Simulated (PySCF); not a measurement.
# CdI: bond curves at several levels of theory

The task here is to estimate one member of a computed series from the others.

Method: Cd def2-TZVPP with ECP28, I def2-TZVPP with ECP28, scalar-relativistic core potentials; program: PySCF 2.14.0.

The first run:

Settings of the job:

```
atoms                         : Cd, I
charge                        : 0
basis                         : Cd def2-TZVPP with ECP28, I def2-TZVPP with ECP28
Hamiltonian                   : scalar-relativistic core potentials
basis functions               : 106
electrons treated             : 45
masses in u                   : 113.9034, 126.9045
levels                        : PBE0, PBE, r²SCAN, BHandHLYP, M06-L, PBEsol, r²SCANh, HSE06, HF, MP2, SCS-MP2
grid                          : 80 radial by 434 angular points
occupations                   : held fixed by the projection of orbital angular momentum
dissociation limit            : Cd + I, each in its ground configuration
starting distance in angstrom : 2.710
values of 2S to try           : 1, 3
```

The run is started by

```
> OMP_NUM_THREADS=2 python dia.py task.json out
```

Among the steps run: Input; First curve: PBE0; Excited determinants; PBE (GGA); r²SCAN; BHandHLYP; M06-L; PBEsol; r²SCANh (hybrid meta-GGA); HSE06 (range-separated hybrid); UHF (mean field).

One table of the session follows, with a row left open; its other results are not shown here.

It belongs to the step «The curves together». Energy (eV) from each level's lowest point:

| R (Å) | UHF | UHF-MP2 | UHF-SCS-MP2 | PBE | PBEsol |
| --- | --- | --- | --- | --- | --- |
| 2.332 | 0.893 | 0.579 | 0.655 | 0.776 | 0.643 |
| 2.441 | 0.401 | 0.212 | 0.257 | 0.347 | 0.259 |
| 2.549 | ? | ? | ? | ? | ? |
| 2.631 | 0.033 | 0.000 | 0.001 | 0.031 | 0.008 |
| 2.712 | 0.000 | 0.013 | 0.000 | 0.000 | 0.000 |
| 2.793 | 0.015 | 0.065 | 0.039 | 0.008 | 0.029 |
| 2.902 | 0.088 | 0.175 | 0.135 | 0.059 | 0.105 |
| 3.037 | 0.233 | 0.349 | 0.294 | 0.161 | 0.234 |
| 3.200 | 0.443 | 0.571 | 0.503 | 0.306 | 0.406 |
| 3.417 | 0.713 | 0.821 | 0.739 | 0.495 | 0.624 |

Q: Estimate the row for R (Å) = 2.549 from the others.

Worked estimate for «UHF». A straight line through the neighbours (2.441, 0.401) and (2.631, 0.033) gives 0.401 + (0.033 − 0.401) × (2.549 − 2.441) / (2.631 − 2.441) = 0.192; a parabola fitted to 4 rows on both sides gives 0.122.

**Answer.** UHF: 0.132; UHF-MP2: 0.040; UHF-SCS-MP2: 0.059; PBE: 0.115; PBEsol: 0.066. In «UHF» the line misses by +0.060 and the parabola by -0.010.
